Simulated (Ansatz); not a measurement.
**Phosphorus, diamond under LDA: ground state and equation of state**

The plan for phosphorus in the diamond structure: relax it, solve it on a dense k-mesh, switch on spin-orbit coupling, then scale the cell to 7 volumes from 88 to 112 % of the relaxed one and try a fit of the equation of state. The k-meshes are 10×10×10 for the relaxation; 17×17×17 for the dense run; 10×10×10 for spin-orbit coupling; 12×12×12 for the volumes.

Method: DFT LDA (PW92), plane waves (420 eV) with PAW, scalar-relativistic; PBE-made PAW files, in Ansatz 0.2.0.

## 1. The structure to begin with

It takes space group Fd-3m (No. 227, cubic). The conventional cell has a = 5.478 Å, b = 5.478 Å, c = 5.478 Å, α = 90.00°, β = 90.00°, γ = 90.00°. Around P (site symmetry -43m) lie 4 P at 2.37 Å.

As a file:

```cif
data_structure
_symmetry_space_group_name_H-M 'Fd-3m:1'
_symmetry_Int_Tables_number 227
_cell_length_a 5.4782
_cell_length_b 5.4782
_cell_length_c 5.4782
_cell_angle_alpha 90.000
_cell_angle_beta 90.000
_cell_angle_gamma 90.000
_cell_volume 164.41
loop_
_atom_site_label
_atom_site_type_symbol
_atom_site_symmetry_multiplicity
_atom_site_Wyckoff_symbol
_atom_site_fract_x
_atom_site_fract_y
_atom_site_fract_z
_atom_site_occupancy
P1 P 8 b 0.75000 0.75000 0.75000 1
```

## 2. Geometry optimisation

The input, input.yaml:

```yaml
crystal:
  lattice:
    - [0.0, 2.7391031705, 2.7391031705]
    - [2.7391031705, 0.0, 2.7391031705]
    - [2.7391031705, 2.7391031705, 0.0]
  atoms:
    - { symbol: P, position: [0.125, 0.125, 0.125] }
    - { symbol: P, position: [0.875, 0.875, 0.875] }
hamiltonian:
  xc: lda
  pseudopotentials:
    kind: paw
    azcp:
      P: "pseudopotentials/P.paw.azcp"
basis:
  ecutwfc: 420
  fft_grid_basis: typed
kpoints:
  mp_grid: { grid: [10, 10, 10], shift: [0, 0, 0] }
magnetization:
  spin_polarized: false
scf:
  occupations: { method: fermi_dirac, width: 0.1 }
relax:
  max_steps: 60
  f_tol: 0.01
  cell: {}
output:
  write_density: true
  write_potential: true
  elf: true
  volumetric_format: npy
```

Run with:

```console
ansatz run input.yaml --threads 2 --pin off --max-ram 5120MiB --backend cpu --events-out ev --progress --plain --runs-dir out
```

The runs that follow: Single point on a dense mesh; With spin-orbit coupling; At 88 % of the relaxed volume; At 92 % of the relaxed volume; At 96 % of the relaxed volume; At 100 % of the relaxed volume; At 104 % of the relaxed volume; At 108 % of the relaxed volume; At 112 % of the relaxed volume.

Before running it: what results should come out? Wanted: space group; conventional cell; volume; shortest distance; gap on the mesh; relative to black phosphorus; V₀, B₀, B₀′.

The runs gave:

| quantity | value |
| --- | --- |
| space group (spins left aside) | Fd-3m (No. 227) |
| conventional cell | a = 5.341 Å |
| volume | 19.043 Å³/atom |
| shortest distance | 2.313 Å |
| gap on the mesh | none (levels filled in part) |
| relative to black phosphorus | +527 meV/atom |
| V₀, B₀, B₀′ | 19.184 Å³/atom, 53 GPa, 3.1 |

What this shows: The relaxation shrank the cell by 7.3 % in volume. It lies 527 meV/atom above the element's reference form at the same level (black phosphorus, from a run of its own), so it is far from stable. Levels at the Fermi energy are filled in part, as in a metal. The total energy of the spin-orbit run (on a coarser mesh) lies -5 meV/atom from the scalar one; mesh and treatment of the core enter this figure, so it is no spin-orbit energy. The fitted modulus is 53 GPa. Relaxation kept the symmetry; phonons were not checked.
